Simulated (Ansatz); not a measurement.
SiC, space group F-43m: an equation of state with a fit, run with the Python package of Ansatz (0.2.0).

Script `run_eos.py`:
```python
# -*- coding: utf-8 -*-
"""Bulk modulus of SiC from an E(V) curve."""

import warnings

import ansatz
import numpy as np

vectors0 = np.array([
    [0.0, 2.179, 2.179],
    [2.179, 0.0, 2.179],
    [2.179, 2.179, 0.0],
])
sites = [
    ("Si", (0.0, 0.0, 0.0)),
    ("C", (0.25, 0.25, 0.25)),
]


def build(cell):
    crystal = ansatz.Crystal(lattice=ansatz.Lattice.of(cell))
    for symbol, position in sites:
        crystal = crystal.atom(symbol, position)
    return crystal


def main():
    warnings.simplefilter("ignore", ansatz.DeckWarning)

    # uniform scaling of the cell
    volumes, energies = [], []
    for scale in np.linspace(0.94, 1.06, 7):
        cell = vectors0 * scale ** (1 / 3)
        model = (
            build(cell).calculation()
            .functional(ansatz.Functional.PBE)
            .basis(420)  # a bare number is in eV
            .occupations(ansatz.OccupationsMethod.FIXED)  # whole-number filling, right only where there is a gap
            .kpoints(8, 8, 8)  # sampling of the Brillouin zone
        )
        report = model.run(threads=1, pin="off").report
        volumes.append(abs(np.linalg.det(cell)) / len(sites))
        energies.append(report["free_energy_ev"] / len(sites))
        print(f"V = {volumes[-1]:8.4f} A^3/atom  F = {energies[-1]:.5f} eV/atom")

    # third-order Birch-Murnaghan: a cubic in V^(-2/3)
    x = np.array(volumes) ** (-2 / 3)
    poly = np.polynomial.Polynomial.fit(x, energies, 3).convert()
    roots = poly.deriv().roots()
    x0 = min((r.real for r in roots if abs(r.imag) < 1e-9 and poly.deriv(2)(r.real) > 0), key=lambda r: abs(r - x.mean()))
    v0 = x0 ** -1.5
    b0 = 4 / 9 * poly.deriv(2)(x0) * v0 ** (-7 / 3) * 160.21766
    b1 = 4 + 2 / 3 * x0 * poly.deriv(3)(x0) / poly.deriv(2)(x0)
    print(f"V0 = {v0:.4f} A^3/atom, B0 = {b0:.1f} GPa, dB/dP = {b1:.2f}")


if __name__ == "__main__":
    main()
```

From its runs, with one value withheld:

| V (Å³/atom) | F less the lowest row shown (meV/atom) |
| --- | --- |
| 9.725 | 43.05 |
| 9.932 | 22.28 |
| 10.139 | 8.63 |
| 10.346 | 1.46 |
| 10.553 | 0.00 |
| 10.760 | 3.86 |
| 10.967 | ? |

What is the missing energy at 10.967 Å³ an atom?

A third-order Birch-Murnaghan fit, E = E0 + (9 V0 B0 / 16) [(t - 1)³ B' + (t - 1)² (6 - 4t)] with t = (V0/V)^(2/3), through the 6 rows shown gives V0 = 10.502 Å³, B0 = 210.8 GPa, B' = 4.20 and E0 = -0.14 meV. At V = 10.967 Å³, t = 0.97155, and the fit extrapolates to 12.40 meV. The run gave 12.55 meV, a miss of 0.15 meV.

The starting cell is as deposited in a crystallographic database; the results hold for this polymorph, which needn't be the stable one. It ran for 4.8 s on 1 thread of Arm Neoverse V1 (shared host), peak memory 0.32 GiB.
